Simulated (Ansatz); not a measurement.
# FeO: the cost of one run

Computed with Ansatz 0.2.0 (DFT PBE+U (U_eff = 6 eV on Fe d), plane waves, PAW, unless a step's input says otherwise).

The COD entry's cell or inner coordinates are ideal or old and differ from later refinements, so a difference from it is no clean test against experiment.

10 further runs of the same task are left out: 10 that didn't finish. Runs told in other sessions of the task aren't counted.

## Step 1: The system as given

Symmetry: Fm-3m, No. 225, cubic system. Conventional cell: a = 4.311 Å, b = 4.311 Å, c = 4.311 Å, α = 90.00°, β = 90.00°, γ = 90.00°. Fe (site symmetry m-3m) is surrounded by 6 O at 2.16 Å. Around O (site symmetry m-3m) lie 6 Fe at 2.16 Å.

Structure file:

```cif
data_structure
_symmetry_space_group_name_H-M 'P 1'
_symmetry_Int_Tables_number 1
_cell_length_a 3.0482
_cell_length_b 3.0482
_cell_length_c 6.0964
_cell_angle_alpha 60.000
_cell_angle_beta 60.000
_cell_angle_gamma 60.000
_cell_volume 40.05
loop_
_atom_site_label
_atom_site_type_symbol
_atom_site_fract_x
_atom_site_fract_y
_atom_site_fract_z
_atom_site_occupancy
Fe1 Fe 0.00000 0.00000 0.00000 1
O1 O 0.50000 0.50000 0.25000 1
Fe2 Fe 0.00000 0.00000 0.50000 1
O2 O 0.50000 0.50000 0.75000 1
```

## Step 2: Ferromagnetic start, free, symmetry kept, no search

input.yaml reads:

```yaml
crystal:
  lattice:
    - [0.0, 2.15540016, 2.15540016]
    - [2.15540016, 0.0, 2.15540016]
    - [4.31080032, 4.31080032, 0.0]
  atoms:
    - { symbol: Fe, position: [0.0, 0.0, 0.0], spin: 4.0 }
    - { symbol: O, position: [0.5, 0.5, 0.25] }
    - { symbol: Fe, position: [0.0, 0.0, 0.5], spin: 4.0 }
    - { symbol: O, position: [0.5, 0.5, 0.75] }
basis:
  ecutwfc: 420
  ecutrho_ratio: 4
kpoints:
  mp_grid: { grid: [8, 8, 8] }
hamiltonian:
  xc: pbe
  hubbard:
    sites: [{ site: 0, l: d, u_eff: 6.0 }, { site: 2, l: d, u_eff: 6.0 }]
scf:
  occupations: { method: gaussian, width: 0.05 }
  lower_state_search: "off"
  max_iter: 150
output:
  forces: true
  stress: true
  eigenvalues: true
  populations: true
  hubbard: { sites: [{ site: 0, l: d }, { site: 2, l: d }] }
magnetization:
  spin_polarized: true
```

Run with:

```bash
$ ansatz run input.yaml --threads 2 --pin off --max-ram 3072MiB --backend cpu --events-out ev --progress --plain --runs-dir out
```

Q: Estimate wall time and peak memory on 2 threads of Arm Neoverse V2, shared host.

About 6.9 s, with a peak of 0.45 GiB.
